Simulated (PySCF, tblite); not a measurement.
**C₃H₇BFO radical: geometry, infrared bands and EPR parameters**

What infrared bands and EPR parameters should C₃H₇BFO radical (`BO[C](F)CC`) show?

Computed with tblite 0.8.0 and PySCF 2.14.0, with density-fitted response routines of our own, on a single molecule in the gas phase. Atoms are numbered from 0 throughout.

### 1 The molecule as given

13 atoms, charge 0, multiplicity 2; geometry from: force field or distance geometry start.

Bonds of the start (Å): B0–O1 1.46, O1–C2 1.36, C2–F3 1.35, C2–C4 1.52, C4–C5 1.50, B0–H6 1.19, B0–H7 1.17, C4–H8 1.12, C4–H9 1.10, C5–H10 1.12, C5–H11 1.11, C5–H12 1.13.

### 2 Relaxing the molecule with GFN2-xTB

What the job is given:

```
{"job": {"kind": "relax", "xc": "GFN2-xTB", "basis": "xTB"}, "charge": 0, "multiplicity": 2}
B      2.215000     0.527400     0.016200
O      0.979800     0.072500     0.659100
C      0.394600    -0.905000    -0.075800
F      1.168900    -1.631700    -0.906100
C     -0.783000    -0.267900    -0.801000
C     -1.698800     0.264700     0.260400
H      2.214100     1.513700    -0.656600
H      3.099000    -0.235700    -0.087800
H     -0.422100     0.528800    -1.505200
H     -1.228500    -1.041900    -1.442500
H     -2.425700     1.029500    -0.106600
H     -1.154800     0.708000     1.124100
H     -2.362900    -0.562000     0.642900
```

On the command line:

```bash
$ OMP_NUM_THREADS=1 python probes_run.py task.json out
```

This one command runs all jobs of the session in turn.

Standard output:

```text
step      E/eV     max force
  0    -543.04528    2.946
  1    -543.28094    1.538
  2    -543.36027    1.015
  3    -543.39637    0.845
  4    -543.44533    0.690
  5    -543.47517    0.679
  6    -543.54433    0.654
  7    -543.58880    0.789
  8    -543.65132    0.928
  9    -543.73887    1.085
 10    -543.83474    1.276
 11    -543.94454    1.207
 12    -544.04384    0.795
 13    -544.09678    0.493
 14    -544.13387    0.548
 15    -544.15689    0.541
 16    -544.17176    0.472
 17    -544.19499    0.426
 18    -544.23765    0.576
 19    -544.26201    0.428
 20    -544.29114    0.434
 21    -544.32314    0.401
 22    -544.35475    0.402
 23    -544.37647    0.369
 24    -544.38999    0.341
 25    -544.39994    0.240
 26    -544.40978    0.265
 27    -544.41376    0.399
 28    -544.42324    0.235
 29    -544.42830    0.160
 30    -544.43506    0.147
 31    -544.43833    0.138
 32    -544.44214    0.124
 33    -544.44414    0.096
 34    -544.44581    0.101
 35    -544.44730    0.089
 36    -544.44882    0.084
 37    -544.45008    0.081
 38    -544.45133    0.093
 39    -544.45286    0.121
 40    -544.45489    0.158
 41    -544.45754    0.152
 42    -544.46083    0.136
 43    -544.46476    0.151
 44    -544.46916    0.176
 45    -544.47345    0.167
 46    -544.47726    0.178
 47    -544.48109    0.165
 48    -544.48524    0.179
 49    -544.48873    0.208
 50    -544.48871    0.256
 51    -544.49342    0.132
 52    -544.49492    0.116
 53    -544.49648    0.089
 54    -544.49732    0.065
 55    -544.49801    0.062
 56    -544.49851    0.046
 57    -544.49901    0.060
 58    -544.49961    0.065
 59    -544.50010    0.048
 60    -544.50042    0.046
 61    -544.50066    0.048
 62    -544.50091    0.049
 63    -544.50125    0.057
 64    -544.50173    0.058
 65    -544.50241    0.061
 66    -544.50283    0.049
 67    -544.50332    0.049
 68    -544.50376    0.041
 69    -544.50417    0.059
 70    -544.50451    0.050
 71    -544.50480    0.039
 72    -544.50504    0.040
 73    -544.50529    0.042
 74    -544.50554    0.057
 75    -544.50578    0.042
 76    -544.50593    0.030
 77    -544.50600    0.026
 78    -544.50611    0.028
 79    -544.50624    0.033
 80    -544.50639    0.031
 81    -544.50656    0.043
 82    -544.50675    0.055
 83    -544.50699    0.060
 84    -544.50739    0.062
 85    -544.50808    0.085
 86    -544.50901    0.099
 87    -544.50979    0.095
 88    -544.50859    0.347
 89    -544.51090    0.065
 90    -544.51123    0.061
 91    -544.51282    0.085
 92    -544.51360    0.104
 93    -544.51454    0.080
 94    -544.51502    0.061
 95    -544.51528    0.043
 96    -544.51555    0.053
 97    -544.51580    0.043
 98    -544.51610    0.022
 99    -544.51619    0.021
100    -544.51628    0.018
101    -544.51632    0.016
102    -544.51637    0.018
103    -544.51640    0.012
104    -544.51643    0.011
105    -544.51647    0.014
106    -544.51652    0.019
107    -544.51658    0.023
108    -544.51668    0.027
109    -544.51683    0.026
110    -544.51710    0.031
111    -544.51758    0.059
112    -544.51816    0.071
113    -544.51837    0.197
114    -544.51958    0.062
115    -544.52038    0.066
116    -544.52121    0.069
117    -544.52189    0.078
118    -544.52215    0.077
119    -544.52235    0.041
120    -544.52253    0.030
121    -544.52267    0.043
122    -544.52283    0.046
123    -544.52293    0.031
124    -544.52300    0.020
125    -544.52303    0.012
126    -544.52306    0.008
```

Wall time 0.58 s (1 thread of Arm Neoverse V1, shared host).

Relaxation path: (not every step is listed)

```csv
step,energy from step 0 (eV),largest force (eV/Å)
0,0.0000,2.9460
1,-0.2357,1.5375
2,-0.3150,1.0147
3,-0.3511,0.8448
4,-0.4000,0.6896
5,-0.4299,0.6790
6,-0.4990,0.6542
7,-0.5435,0.7887
8,-0.6060,0.9280
19,-1.2167,0.4284
30,-1.3898,0.1470
41,-1.4123,0.1522
52,-1.4496,0.1160
63,-1.4560,0.0565
74,-1.4603,0.0572
85,-1.4628,0.0853
96,-1.4703,0.0525
107,-1.4713,0.0228
118,-1.4769,0.0773
121,-1.4774,0.0428
122,-1.4775,0.0456
123,-1.4776,0.0306
124,-1.4777,0.0200
125,-1.4777,0.0124
126,-1.4778,0.0082
```

Close pairs (by a distance rule), those that changed most:

```
  bond  before (Å)  after (Å)  change (Å)
 B0–O1       1.465      1.352      -0.113
 O1–C2       1.356      1.302      -0.054
 C2–C4       1.523      1.481      -0.042
 C4–C5       1.500      1.540      +0.041
C5–H12       1.127      1.087      -0.040
 C4–H8       1.123      1.091      -0.032
C5–H10       1.117      1.087      -0.030
C5–H11       1.113      1.087      -0.026
```

The final coordinates are the input of the step that follows.

### 3 Vibrational analysis with GFN2-xTB

What the job is given:

```
{"job": {"kind": "ir", "xc": "GFN2-xTB", "basis": "xTB"}, "charge": 0, "multiplicity": 2}
B      2.580098     0.478003     0.036672
O      1.326791     0.522451    -0.468073
C      0.446304    -0.419055    -0.649160
F      0.744602    -1.665107    -0.187494
C     -0.973161    -0.156705    -0.978873
C     -1.826053     0.091574     0.279700
H      3.132311     1.509590     0.035068
H      3.059953    -0.515917     0.439672
H     -1.017040     0.720581    -1.625434
H     -1.374122    -1.020132    -1.514126
H     -2.859766     0.269852    -0.004634
H     -1.457245     0.958949     0.821099
H     -1.787060    -0.773598     0.936604
```

Standard output:

```text
mode    cm-1     km/mol
  1      42.4      0.13
  2      86.4      1.01
  3     178.2      1.63
  4     190.7      0.02
  5     234.7      0.42
  6     342.3      0.38
  7     369.8      1.50
  8     464.3      0.08
  9     529.2     22.20
 10     764.7     29.38
 11     808.9      2.06
 12     819.1     99.57
 13     959.4     12.22
 14     988.0     10.54
 15    1021.6    100.39
 16    1049.8     22.65
 17    1123.5     10.18
 18    1187.7    122.97
 19    1220.0     69.11
 20    1244.4     48.51
 21    1297.1     13.86
 22    1355.8     33.01
 23    1397.1      2.58
 24    1441.2      2.31
 25    1489.6      4.93
 26    1494.4      4.34
 27    2595.5    131.76
 28    2655.1    157.04
 29    2977.1     12.99
 30    2996.6     12.06
 31    3041.5     32.22
 32    3047.6     25.97
 33    3048.9     18.86
```

It took 0.26 s on 1 thread of Arm Neoverse V1, shared host.

The strongest bands and the atoms that carry them (share of the mass-weighted mode):

```
cm⁻¹  km/mol                               atoms
 819    99.6           H7 38 %, H6 33 %, B0 27 %
1022   100.4  H9 14 %, H8 14 %, H7 12 %, C2 11 %
1188   123.0           C2 40 %, C4 11 %, H9 11 %
1220    69.1           B0 32 %, H7 24 %, H6 24 %
1244    48.5           H8 43 %, H9 15 %, C2 13 %
1356    33.0                    C2 53 %, O1 25 %
2596   131.8                    H7 85 %, H6 11 %
2655   157.0                    H6 82 %, B0 10 %
```

### 4 g tensor and hyperfine couplings: B3LYP/pcH-1

The job, as its differences from that of step 3:

```diff
@@ -1,2 +1,2 @@
-{"job": {"kind": "ir", "xc": "GFN2-xTB", "basis": "xTB"}, "charge": 0, "multiplicity": 2}
+{"job": {"kind": "epr", "basis": "pcH-1"}, "charge": 0, "multiplicity": 2}
 B      2.580098     0.478003     0.036672
```

Level: UKS B3LYP, pcH-1 on B C F H O, non-relativistic, mean-field spin-orbit, GIAO.

Standard output:

```text
UKS, coarse grid
  cycle   1  E = -318.32442024  |g| = 5.50e-01
  cycle   2  E = -318.16786229  |g| = 8.87e-01
  cycle   3  E = -318.44303811  |g| = 6.26e-02
  cycle   4  E = -318.44437772  |g| = 4.71e-02
  cycle   5  E = -318.44534746  |g| = 1.36e-02
  cycle   6  E = -318.44543168  |g| = 6.85e-03
  cycle   7  E = -318.44545781  |g| = 2.48e-03
  cycle   8  E = -318.44546124  |g| = 6.79e-04
UKS, final grid
  cycle   1  E = -318.44540342  |g| = 7.63e-04
  cycle   2  E = -318.44540315  |g| = 1.19e-03
  cycle   3  E = -318.44540367  |g| = 1.41e-04
  cycle   4  E = -318.44540368  |g| = 4.80e-05
  cycle   5  E = -318.44540368  |g| = 2.80e-05
E = -318.44540368 Eh   <S^2> = 0.7553 (exact 0.7500)
g shifts (ppm)      1          2          3
  rmc          -189       -189       -189
  gc             -5         36         35
  oz_so        -155        591       1663
  total        -349        437       1509
hyperfine (MHz)  atom isotope    a_iso     a_fc   dipolar eigenvalues
    0   11B      14.26      14.26    -11.84     -8.98     20.82
    1   17O       1.45       1.45     -6.96      1.83      5.12
    2   13C     144.64     144.64    -81.86    -80.52    162.38
    3   19F     144.12     144.12   -194.09   -156.78    350.87
    4   13C     -23.72     -23.72     -1.39     -0.89      2.28
    5   13C      66.31      66.31     -5.34     -5.28     10.62
    6    1H     -16.20     -16.20     -6.54     -0.75      7.29
    7    1H     -13.60     -13.60     -3.94     -1.87      5.81
    8    1H      18.12      18.12     -5.32     -4.01      9.33
    9    1H      34.90      34.90     -5.27     -4.22      9.49
   10    1H      10.29      10.29     -3.36     -1.46      4.81
   11    1H      -3.95      -3.95     -4.45     -1.51      5.97
   12    1H      -3.89      -3.89     -4.32     -1.61      5.93
```

Wall time 32 s (1 thread of Arm Neoverse V1, shared host); peak memory 0.84 GiB.

Principal g values 2.00197, 2.00276, 2.00383; g(iso) = 2.00285, against 2.00232 for a free electron.

Mean a(iso) over the nuclei that a row names, and the largest dipolar term of the row (other rows stand at the frozen geometry):

```
       nuclei  isotope  a(iso) (MHz)  a(iso) (G, at g = 2.0023)  largest dipolar term (MHz)
           C2      13C         144.6                       51.6                       162.4
           F3      19F         144.1                       51.4                       350.9
           C5      13C          66.3                       23.7                        10.6
       H8, H9       1H          26.5                        9.5                         9.5
           C4      13C         -23.7                       -8.5                         2.3
       H6, H7       1H         -14.9                       -5.3                         7.3
           B0      11B          14.3                        5.1                        20.8
           O1      17O           1.4                        0.5                        -7.0
H10, H11, H12       1H           0.8                        0.3                         6.0
```

Mulliken spin populations:

B0 0.22; O1 -0.03; C2 0.78; F3 0.04; C4 -0.06; C5 0.05; H6 -0.01; H7 -0.01; H8 0.01; H9 0.01; H10 0.01; H11 0.00; H12 0.00

In first order the couplings over 0.8 MHz of 19F, 1H, 11B give 288 distinct lines over 97.1 G, if the averaged nuclei exchange fast.

Orbitals, density, ELF and potential are computed afterwards from the orbital file.

ELF in a plane through or near 4 of the atoms.

Ten even steps from '0' (0.00) to '9' (1.00):
```
0000000000000000000000000000
0000000000000000000000000000
0000000000000000000000000000
0000023200000000000000000000
0001799820000000000000000000
0006999930010000010001000000
0018999940353000011256300000
0017999932786000111589710000
0003899736786013442599820000
0000255348456255463267510000
0000122257775482943001100000
0000012222366585487100000000
0000012100058855999700000000
0000000000013312999810000000
0000000000000000899700000000
0000000000000000275100000000
0000000000000000000000000000
0000000000000000000000000000
0000000000000000000000000000
0000000000000000000000000000
```
The map spans 11.7 Å across and 8.4 Å up, centred on the molecule. Atoms in the plane (x, y in Å): O1 (-1.4, 0.2), C2 (-0.4, -0.6), C4 (1.0, -0.3), H6 (-3.3, 1.2).

log10 of the density (e/Å³) in the same plane.

Ten even steps from ' ' (-4.0) to '@' (1.5):
```
                                                        
                                                        
        ..........                                      
      ..::::::::::....        ....::......              
    ..::----====--::::::......::------::::....          
  ..::--==++++++==--------::::----==------::::..        
  ..::--==******++++++++==----==============--::        
  ..::--++**##**********++====++++++++++++==--::..      
  ..::--==********##%%%%**++++********++++++==::..      
  ..::--==++******##%%%%##****######**++++==--::..      
    ..::--==++++****############@@##**++==----::        
    ..::--====++++++****############**++----::..        
    ..::::----======++**********####**++--::..          
      ..::::::------==++++++++++******==--::            
        ....::::::::--==========++++====::..            
            ........::----------------::..              
                    ..::::::::::::::::..                
                                  ..                    
                                                        
                                                        
```
The map spans 11.7 Å across and 8.4 Å up, centred on the molecule. Atoms in the plane (x, y in Å): O1 (-1.4, 0.2), C2 (-0.4, -0.6), C4 (1.0, -0.3), H6 (-3.3, 1.2).

On the surface of density 0.002 e/bohr³ the electrostatic potential runs, from the 1st to the 99th percentile, from -0.71 V near F3 to 0.93 V near H8.

The spin density lies nearest to C2 57 %; B0 13 %; F3 8 %.

### 5 Results

```
                                 quantity                  value
strongest single infrared mode (GFN2-xTB)  2655 cm⁻¹, 157 km/mol
             zero-point energy (GFN2-xTB)          60.7 kcal/mol
                           g(iso) (B3LYP)                2.00285
                                     ⟨S²⟩     0.755 (exact 0.75)
       largest a(iso) (averaged by class)   13C on C2, 144.6 MHz
    surface potential, 1st and 99th percentile     -0.71 V and 0.93 V
```

In words: Over 126 steps the energy fell by 1.478 eV; of the close pairs, B0–O1 changed most, 1.465 to 1.352 Å. No mode is imaginary among the 33: a minimum at this level. The strongest single mode, at 2655 cm⁻¹, moves mainly H6. GFN2-xTB is a fitted tight-binding method: band positions and strengths are rough. Its intensities can rank the bands wrongly. C2 carries the largest spin population, 0.78 e. The isotropic g lies 0.5 ppt above the free-electron value.
